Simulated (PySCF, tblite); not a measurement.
# CH₈GeOSi₂, a small gas-phase stand-in for a defect centre: NMR shifts, core binding energies and electronic excitations, part 2 of 2

tblite 0.8.0 and PySCF 2.14.0. Atoms count from 0, parts from 1. Earlier steps stand in the parts before.

## Step 5: Core holes by ΔSCF: SCAN, X2C

What the job is given:

```
{"job": {"kind": "xps", "holes": 5}, "charge": 0, "multiplicity": 1}
Ge     2.107709     0.124964    -0.532605
O      1.339637    -1.399198     0.012420
Si    -0.056166    -2.268650     0.248361
C      0.447482     1.157518    -0.967479
Si    -0.524147     1.742825     0.532209
H      0.185539    -3.688614    -0.143715
H     -0.454897    -2.219129     1.686211
H     -1.182205    -1.734705    -0.582183
H      0.736436     2.036718    -1.569318
H     -0.220116     0.521112    -1.576589
H     -1.094009     0.571846     1.267949
H     -1.647991     2.654774     0.154038
H      0.371921     2.482043     1.478220
```

Level: delta-SCF UKS SCAN, pcX-2 on the ionised atom, pcseg-1 elsewhere, spin-free X2C.

What it wrote:

```text
ground state, core basis on atom 1 (O), 162 functions
  cycle   1  E = -2792.03439302  |g| = 1.02e+00
  cycle   2  E = -2790.13194328  |g| = 2.81e+00
  cycle   3  E = -2792.17682268  |g| = 4.40e-01
  cycle   4  E = -2792.21772888  |g| = 2.43e-01
  cycle   5  E = -2792.23376291  |g| = 5.05e-02
  cycle   6  E = -2792.23458913  |g| = 1.25e-02
  cycle   7  E = -2792.23462780  |g| = 2.78e-03
  cycle   8  E = -2792.23463017  |g| = 8.13e-04
  cycle   9  E = -2792.23463212  |g| = 1.60e-04
  E(ground) = -2792.43202478 Eh
hole in O 1s of atom 1
  cycle   1  E = -2771.63480192  |g| = 2.24e+00
  cycle   2  E = -2771.01005753  |g| = 2.30e+00
  cycle   3  E = -2772.41628813  |g| = 4.48e-01
  cycle   4  E = -2772.44556483  |g| = 2.69e-01
  cycle   5  E = -2772.48876820  |g| = 8.63e-02
  cycle   6  E = -2772.49305957  |g| = 1.38e-02
  cycle   7  E = -2772.49317232  |g| = 3.70e-03
  cycle   8  E = -2772.49317794  |g| = 1.28e-03
  cycle   9  E = -2772.49317845  |g| = 4.59e-04
  E(ion) = -2772.69141063 Eh   <S^2> = 0.7639   hole on atom = 1.000   binding energy = 537.169 eV
ground state, core basis on atom 2 (Si), 173 functions
  cycle   1  E = -2792.29758244  |g| = 3.13e-01
  cycle   2  E = -2792.28536077  |g| = 2.80e-01
  cycle   3  E = -2792.28745552  |g| = 2.51e-01
  cycle   4  E = -2792.30036730  |g| = 2.66e-02
  cycle   5  E = -2792.30052704  |g| = 5.56e-03
  cycle   6  E = -2792.30053531  |g| = 2.32e-03
  cycle   7  E = -2792.30053735  |g| = 4.66e-04
  E(ground) = -2792.45914224 Eh
hole in Si 2p of atom 2
  cycle   1  E = -2788.01773957  |g| = 1.23e+00
  cycle   2  E = -2786.87182789  |g| = 1.50e+00
  cycle   3  E = -2787.95730788  |g| = 7.62e-01
  cycle   4  E = -2788.29546544  |g| = 3.11e-01
  cycle   5  E = -2788.32296954  |g| = 2.13e-01
  cycle   6  E = -2788.34067799  |g| = 3.38e-02
  cycle   7  E = -2788.34132266  |g| = 1.10e-02
  cycle   8  E = -2788.34137106  |g| = 5.86e-03
  cycle   9  E = -2788.34139456  |g| = 9.02e-04
  cycle  10  E = -2788.34139538  |g| = 2.42e-04
  E(ion) = -2788.51184438 Eh   <S^2> = 0.7520   hole on atom = 1.003   binding energy = 107.411 eV
  2p3/2 = 107.170 eV   2p1/2 = 107.794 eV
ground state, core basis on atom 3 (C), 162 functions
  cycle   1  E = -2792.20102349  |g| = 6.08e-02
  cycle   2  E = -2792.20104523  |g| = 2.40e-02
  cycle   3  E = -2792.20107935  |g| = 2.26e-02
  cycle   4  E = -2792.20122346  |g| = 6.67e-03
  cycle   5  E = -2792.20123348  |g| = 1.91e-03
  cycle   6  E = -2792.20123182  |g| = 3.89e-04
  E(ground) = -2792.40190679 Eh
hole in C 1s of atom 3
  cycle   1  E = -2780.96360517  |g| = 1.52e+00
  cycle   2  E = -2780.01308741  |g| = 1.96e+00
  cycle   3  E = -2781.46741072  |g| = 4.52e-01
  cycle   4  E = -2781.40592206  |g| = 5.98e-01
  cycle   5  E = -2781.55679463  |g| = 8.99e-02
  cycle   6  E = -2781.56039376  |g| = 1.22e-02
  cycle   7  E = -2781.56047763  |g| = 5.32e-03
  cycle   8  E = -2781.56049392  |g| = 1.56e-03
  cycle   9  E = -2781.56049776  |g| = 6.56e-04
  cycle  10  E = -2781.56049667  |g| = 2.55e-04
  E(ion) = -2781.75976685 Eh   <S^2> = 0.7689   hole on atom = 1.000   binding energy = 289.587 eV
ground state, core basis on atom 4 (Si), 173 functions
  cycle   1  E = -2792.29375314  |g| = 2.87e-01
  cycle   2  E = -2792.29381075  |g| = 3.68e-02
  cycle   3  E = -2792.29376250  |g| = 2.92e-02
  cycle   4  E = -2792.29389024  |g| = 1.12e-02
  cycle   5  E = -2792.29392536  |g| = 2.42e-03
  cycle   6  E = -2792.29392746  |g| = 6.58e-04
  cycle   7  E = -2792.29392578  |g| = 8.43e-05
  E(ground) = -2792.45264256 Eh
hole in Si 2p of atom 4
  cycle   1  E = -2788.02763699  |g| = 1.23e+00
  cycle   2  E = -2787.76067835  |g| = 1.17e+00
  cycle   3  E = -2788.29168899  |g| = 3.04e-01
  cycle   4  E = -2788.34510551  |g| = 1.59e-01
  cycle   5  E = -2788.34982987  |g| = 1.18e-01
  cycle   6  E = -2788.35587872  |g| = 2.00e-02
  cycle   7  E = -2788.35609534  |g| = 7.49e-03
  cycle   8  E = -2788.35612504  |g| = 2.55e-03
  cycle   9  E = -2788.35612889  |g| = 3.67e-04
  E(ion) = -2788.52648854 Eh   <S^2> = 0.7521   hole on atom = 1.002   binding energy = 106.836 eV
  2p3/2 = 106.624 eV   2p1/2 = 107.248 eV
```

Run time: 37 s. Hardware: 1 thread of Arm Neoverse V1, shared host; peak memory 0.66 GiB.

Binding energies by hole, beside the orbital energy of the ground state; the difference holds orbital relaxation and, for a density functional, its self-interaction error:

| hole | stands for | environment | ΔSCF (eV; 2p as the shell's mean) | −ε (eV) | ⟨S²⟩ |
| --- | --- | --- | --- | --- | --- |
| O1s on O1 | O1 | oxygen bonded to Ge, Si | 537.17 | 516.5 | 0.764 |
| Si2p on Si2 | Si2 | silicon bonded to O, 3 H | 107.38 | 96.6 | 0.752 |
| C1s on C3 | C3 | carbon bonded to Ge, Si, 2 H | 289.59 | 273.4 | 0.769 |
| Si2p on Si4 | Si4 | silicon bonded to C, 3 H | 106.83 | 96.2 | 0.752 |

With the spin-orbit splitting: Si2 2p3/2 107.17, 2p1/2 107.79 eV; Si4 2p3/2 106.62, 2p1/2 107.25 eV. The table gives each 2p level as the mean over the whole 2p shell (two parts 2p3/2, one part 2p1/2), which differs a little from the single hole in the log.

## Step 6: Excited states and response: CAM-B3LYP/def2-SVPD

Settings changed since step 5:

```diff
@@ -1,2 +1,2 @@
-{"job": {"kind": "xps", "holes": 5}, "charge": 0, "multiplicity": 1}
+{"job": {"kind": "uv", "xc": "CAM-B3LYP", "basis": "def2-SVPD", "nstates": 6, "ntriplets": 2, "ip": true}, "charge": 0, "multiplicity": 1}
 Ge     2.107709     0.124964    -0.532605
```

With the program's defaults for keys left out, this is: TDDFT CAM-B3LYP/def2-SVPD, vertical, gas phase, core orbitals frozen in the response.

What it wrote:

```text
coarse grid: 50376 points
cycle   1  E = -2773.5812272563  dE = -6.150e-01  |g| = 8.741e-01  |ddm| = 4.153e+00
cycle   2  E = -2773.3301516689  dE =  2.511e-01  |g| = 1.437e+00  |ddm| = 2.164e+00
cycle   3  E = -2773.7211433866  dE = -3.910e-01  |g| = 1.480e-01  |ddm| = 1.272e+00
cycle   4  E = -2773.7251438060  dE = -4.000e-03  |g| = 5.871e-02  |ddm| = 2.254e-01
cycle   5  E = -2773.7258402465  dE = -6.964e-04  |g| = 8.183e-03  |ddm| = 8.065e-02
cycle   6  E = -2773.7258620072  dE = -2.176e-05  |g| = 2.162e-03  |ddm| = 1.785e-02
cycle   7  E = -2773.7258637368  dE = -1.730e-06  |g| = 8.361e-04  |ddm| = 6.610e-03
final grid: 102288 points
cycle   8  E = -2773.7258290509  dE = -1.522e-07  |g| = 7.887e-04  |ddm| = 3.639e-03
cycle   9  E = -2773.7258290274  dE =  2.350e-08  |g| = 8.939e-04  |ddm| = 1.915e-03
cycle  10  E = -2773.7258291782  dE = -1.507e-07  |g| = 1.248e-04  |ddm| = 9.555e-04
cycle  11  E = -2773.7258291813  dE = -3.180e-09  |g| = 3.579e-05  |ddm| = 1.334e-04
cycle  12  E = -2773.7258291820  dE = -6.376e-10  |g| = 1.359e-05  |ddm| = 1.521e-04
converged SCF energy = -2773.7258291820

Static polarisability (au): isotropic 102.332, principal 86.899 105.293 114.803

Singlet excitations
state   eV       nm        f      main configurations
  1   3.2254    384.4   0.01577   H->L 0.98
  2   5.6635    218.9   0.00855   H-1->L 0.64, H-2->L 0.23, H-6->L 0.09
  3   5.7723    214.8   0.06384   H->L+1 0.86
  4   6.1231    202.5   0.11238   H-2->L 0.60, H-1->L 0.22
  5   6.3072    196.6   0.01126   H->L+2 0.89
  6   6.6841    185.5   0.01142   H-3->L 0.70, H-5->L 0.10

Triplet excitations (Tamm-Dancoff, eV): 2.2004 5.0492
Vertical ionisation energy (delta-SCF) = 8.7434 eV
Vertical electron affinity (delta-SCF) = 0.5548 eV
```

Wall time 91 s (1 thread of Arm Neoverse V1, shared host); peak memory 1.1 GiB.

The orbitals next to the gap, with their largest atomic shares:

| orbital | eV | atoms |
| --- | --- | --- |
| HOMO−3 | -10.85 | Si4 33 %, H12 27 %, C3 20 % |
| HOMO−2 | -10.23 | O1 36 %, Si2 23 %, H6 16 % |
| HOMO−1 | -10.12 | O1 32 %, Si2 22 %, H5 19 % |
| HOMO | -7.99 | Ge0 50 %, C3 26 %, O1 13 % |
| LUMO | -1.22 | Ge0 63 %, O1 15 %, C3 11 % |
| LUMO+1 | 0.84 | Ge0 29 %, Si2 17 %, O1 15 % |
| LUMO+2 | 1.00 | Ge0 21 %, Si4 19 %, Si2 12 % |

With each of the 6 states as a Gaussian band of 0.4 eV half-width at 1/e, the curve within the window shown has maxima at 385 nm (ε 640), 206 nm (ε 6,500) L/(mol cm). Beyond the last state computed it falls off for lack of states. The curve at chosen wavelengths:

nm, ε (L/mol/cm) and a bar:
```
      178        334 ##
      190       2318 ###########
      202       6123 ##############################
      213       5628 ############################
      225       2539 ############
      237        596 ###
      249         77 
      260          8 
      272          0 
      284          0 
      296          2 
      307         10 
      319         40 
      331        113 #
      343        242 #
      354        389 ##
      366        537 ###
      378        625 ###
      390        631 ###
      401        575 ###
      413        472 ##
      425        357 ##
      437        253 #
      448        175 #
      460        112 #
      472         69
```

Ground-state properties from the same run:

| property | computed |
| --- | --- |
| dipole moment (D) | 1.35 |
| polarisability (Å³) | 15.16 |
| HOMO–LUMO gap (eV) | 6.77 |
| −ε(HOMO) (eV) | 7.99 |

## Step 7: What came out

The summary covers parts 1 to 2.

| quantity | value |
| --- | --- |
| point group | C1 |
| rotational constants (main isotopes) | 1.94, 1.49, 0.91 GHz |
| ¹³C shifts against TMS (PBE0/pcSseg-1) | 35.9 ppm |
| ¹H shifts against TMS (PBE0/pcSseg-1) | 5.39, 5.24, 5.22, 4.05, 3.98, 3.84, 1.63, 1.31 ppm |
| ⁷³Ge shifts against GeMe4 (PBE0/pcSseg-1) | 839 ppm |
| ¹⁷O shifts against H2O (PBE0/pcSseg-1) | 231.5 ppm |
| ²⁹Si shifts against TMS (PBE0/pcSseg-1) | -45.4, -87.6 ppm |
| Si2p binding energies, SCAN/pcX-2 | Si2 107.38, Si4 106.83 eV |
| O1s binding energies, SCAN/pcX-2 | O1 537.17 eV |
| C1s binding energies, SCAN/pcX-2 | C3 289.59 eV |
| lowest singlet (CAM-B3LYP/def2-SVPD) | 3.23 eV (384 nm), f = 0.016 |
| brightest single state of those computed | state 4, 6.12 eV, f = 0.112 |
| lowest triplet | 2.20 eV |
| vertical ionisation energy (ΔSCF) | 8.74 eV |
| vertical electron affinity (ΔSCF) | 0.55 eV |

**Reading.** The start of the PBE0/def2-SVP relaxation was shaken at random by about 0.01 Å, so part of the energy gained, and of the first lengths quoted, undoes that. Relaxing lowered the energy by 0.210 eV in 7 steps; the close pair that moved most is Si2–H7, from 1.439 to 1.498 Å (PBE0/def2-SVP). Hydrogens of an XH3 group are listed apart at this fixed geometry; free rotation makes them one line at their mean. At PBE0/pcSseg-1: Shielding is most anisotropic at Ge0 (span 2394 ppm, paramagnetic term -2262 ppm). At SCAN/pcX-2: Si2 (silicon bonded to O, 3 H) binds its Si2p electron 0.55 eV more tightly than Si4 (silicon bonded to C, 3 H). The first singlet state (HOMO→LUMO 0.98) lies at 3.23 eV and is weak; of the 6 states computed, the strongest absorption comes from state 4 at 6.12 eV. The lowest triplet lies 1.02 eV below the lowest singlet (triplets in Tamm-Dancoff, singlets in full TDDFT). ΔSCF puts the ionisation energy at 8.74 eV, 0.75 eV above −ε(HOMO). Spin-orbit coupling is left out, which matters for shieldings and couplings at and beside the heavy atoms. A capped cluster stands for the solid here, so long-range fields and strain are missing, and bands or shifts of the capping hydrogens have no counterpart in it.
